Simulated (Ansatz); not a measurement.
# CH3BOS: small, medium and large basis sets

Aim: see how fast density functionals converge with the basis set for CH3BOS.

The runs use Ansatz 0.2.0, Gaussian basis; one geometry, several basis sets.

The runs, in order: PBE0-D4/def2-SVP; ωB97M-V/def2-SVP; PBE0-D4/def2-QZVPP; ωB97M-V/def2-QZVPP; the functionals' def2-TZVPP values are taken from earlier runs.

## (1) Structure used throughout

All runs share one geometry, relaxed beforehand with PBE0-D4 in a triple-zeta def2 set.

SMILES `SB1CO1`, 7 atoms, charge 0, spin multiplicity 1.

Atoms are counted from 1 here; the program's logs count them from 0.

Bond lengths: S1–B2 1.770 Å, S1–H5 1.346 Å, B2–C3 1.506 Å, B2–O4 1.337 Å, C3–O4 1.497 Å, C3–H6 1.086 Å, C3–H7 1.086 Å. Angles: B2–S1–H5 95.5°, S1–B2–C3 156.2°, S1–B2–O4 140.6°, C3–B2–O4 63.2°, B2–C3–O4 52.9°, B2–C3–H6 122.1°, B2–C3–H7 122.1°, O4–C3–H6 112.7°, O4–C3–H7 112.7°, H6–C3–H7 114.9°, B2–O4–C3 63.9°.

## (2) PBE0-D4 in def2-SVP

Contents of in.yaml:

```yaml
crystal:
  periodic: [false, false, false]
  atoms:
    - {symbol: S, position_ang: [-1.454880, 1.303999, -0.810467]}
    - {symbol: B, position_ang: [-0.241998, 0.188880, -0.163912]}
    - {symbol: C, position_ang: [0.827737, -0.284229, 0.784935]}
    - {symbol: O, position_ang: [0.290602, -1.012575, -0.408000]}
    - {symbol: H, position_ang: [-1.820247, 0.516200, -1.838750]}
    - {symbol: H, position_ang: [1.869477, 0.000238, 0.668938]}
    - {symbol: H, position_ang: [0.590610, -0.780513, 1.721456]}
basis:
  gaussian: {orbitals: def2-SVP}
hamiltonian: {xc: pbe0, dispersion: d4}
output: {orbitals: {seedname: orbitals}}
```

On the command line:

```console
$ ansatz run in.yaml --threads 2 --pin off --events-out ev --progress --plain --max-ram 4352MiB
```

After this run come: ωB97M-V in def2-SVP; PBE0-D4 in def2-QZVPP; ωB97M-V in def2-QZVPP.

**Question.** What will the summary of the whole plan be? Wanted: PBE0-D4: double and triple zeta above quadruple; ωB97M-V: double and triple zeta above quadruple.

The runs gave:

| quantity | value |
| --- | --- |
| PBE0-D4: double and triple zeta above quadruple | 8.62, 0.54 eV |
| ωB97M-V: double and triple zeta above quadruple | 8.70, 0.51 eV |

PBE0-D4 gains 8.08 eV from double to triple zeta, then 0.54 eV more. Total energies overstate the basis error of differences, where much of it tends to cancel. The LUMO of ωB97M-V is positive and keeps falling with the basis (2.58 to 1.50 eV): an unbound level that the basis holds in place.
